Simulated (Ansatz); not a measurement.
# BrClH3InOSi: one species, many methods

An exercise on one series of results from a longer session: the logs are not shown, and one member is left open.

The runs use Ansatz 0.2.0, Gaussian basis; functionals in def2-TZVPP, the program's frozen cores in correlated methods.

Plan: LDA (SPW92), PBE-D4, revPBE-D4, BLYP-D4, r2SCAN-D4, B97M-V, PBE0-D4, B3LYP-D4, r2SCANh-D4, r2SCAN0-D4, HSE06-D4, BHLYP-D4, CAM-B3LYP-D4, LC-ωPBE, ωB97X-V, ωB97M-V, B2PLYP, PBE-QIDH; CCSD(T)/def2-SVP; MP2/def2-TZVPP; MP2/def2-QZVPP; RPA on PBE.

## The relaxed structure

All runs share one geometry, relaxed beforehand with PBE0-D4 in a triple-zeta def2 set. In takes the def2 core potential; no spin-orbit term is included.

8 atoms, charge 0, spin multiplicity 1.

Atoms are counted from 1 here; the program's logs count them from 0.

Bond lengths: Si1–O2 1.638 Å, Si1–H6 1.487 Å, Si1–H7 1.487 Å, Si1–H8 1.490 Å, O2–In3 1.952 Å, In3–Cl4 2.300 Å, In3–Br5 2.425 Å. Angles: O2–Si1–H6 109.6°, O2–Si1–H7 109.3°, O2–Si1–H8 111.3°, H6–Si1–H7 109.1°, H6–Si1–H8 108.7°, H7–Si1–H8 108.8°, Si1–O2–In3 137.1°, O2–In3–Cl4 118.4°, O2–In3–Br5 118.9°, Cl4–In3–Br5 122.7°.

Geometry (Å):

```csv
atom,x (Å),y (Å),z (Å)
Si1,1.0272,-0.5692,0.9923
O2,0.2656,0.6461,0.2014
In3,-1.1534,0.8175,-1.1276
Cl4,-2.1523,-1.0975,-1.9165
Br5,-1.7931,3.0324,-1.8786
H6,2.4592,-0.6055,0.5929
H7,0.9358,-0.3347,2.4575
H8,0.4110,-1.8891,0.6786
```

The first run:

File in.yaml:

```yaml
crystal:
  periodic: [false, false, false]
  atoms:
    - {symbol: Si, position_ang: [1.027194, -0.569215, 0.992349]}
    - {symbol: O, position_ang: [0.265612, 0.646106, 0.201355]}
    - {symbol: In, position_ang: [-1.153361, 0.817525, -1.127587]}
    - {symbol: Cl, position_ang: [-2.152328, -1.097524, -1.916489]}
    - {symbol: Br, position_ang: [-1.793072, 3.032392, -1.878630]}
    - {symbol: H, position_ang: [2.459188, -0.605486, 0.592900]}
    - {symbol: H, position_ang: [0.935785, -0.334677, 2.457481]}
    - {symbol: H, position_ang: [0.410981, -1.889110, 0.678620]}
basis:
  gaussian: {orbitals: def2-TZVPP}
hamiltonian: {xc: lda}
output: {orbitals: {seedname: orbitals}}
```

Command:

```
ansatz run in.yaml --threads 4 --pin off --events-out ev --progress --plain --max-ram 10444MiB
```

Among the steps run: LDA; PBE-D4 (GGA); revPBE-D4 (GGA); BLYP-D4 (GGA); r2SCAN-D4 (meta-GGA); B97M-V (meta-GGA); PBE0-D4 (hybrid); B3LYP-D4 (hybrid); r2SCANh-D4 (hybrid); r2SCAN0-D4 (hybrid); HSE06-D4 (hybrid); BHLYP-D4 (hybrid); CAM-B3LYP-D4 (range-separated); LC-ωPBE (range-separated); ωB97X-V (range-separated); ωB97M-V (range-separated); B2PLYP (double hybrid); PBE-QIDH (double hybrid).

One table of the session follows, with a row left open; its other results are not shown here.

It belongs to the step «Orbital energies across the functionals». 

```
  functional  HOMO (eV)  LUMO (eV)  gap (eV)
 LDA (SPW92)      -7.45      -3.97      3.48
      PBE-D4      -7.34      -3.64      3.70
   revPBE-D4      -7.29      -3.52      3.77
     BLYP-D4      -7.24      -3.59      3.65
   r2SCAN-D4      -7.69      -3.46      4.24
      B97M-V      -7.77      -3.51      4.27
     PBE0-D4      -8.75      -2.77      5.98
    B3LYP-D4      -8.53      -3.07      5.45
  r2SCANh-D4      -8.21      -3.14      5.07
  r2SCAN0-D4      -8.99      -2.66      6.32
    HSE06-D4      -8.34      -3.14      5.20
    BHLYP-D4     -10.04      -1.88      8.16
CAM-B3LYP-D4     -10.16      -1.82      8.34
     LC-ωPBE     -11.53      -0.53     11.01
     ωB97X-V     -11.19      -0.70     10.48
     ωB97M-V          ?          ?         ?
```

Estimate the missing values for ωB97M-V.

**Answer.** HOMO (eV): -11.04; LUMO (eV): -0.84; gap (eV): 10.20. In the column «HOMO (eV)» it lies between ωB97X-V (-11.19) and CAM-B3LYP-D4 (-10.16).
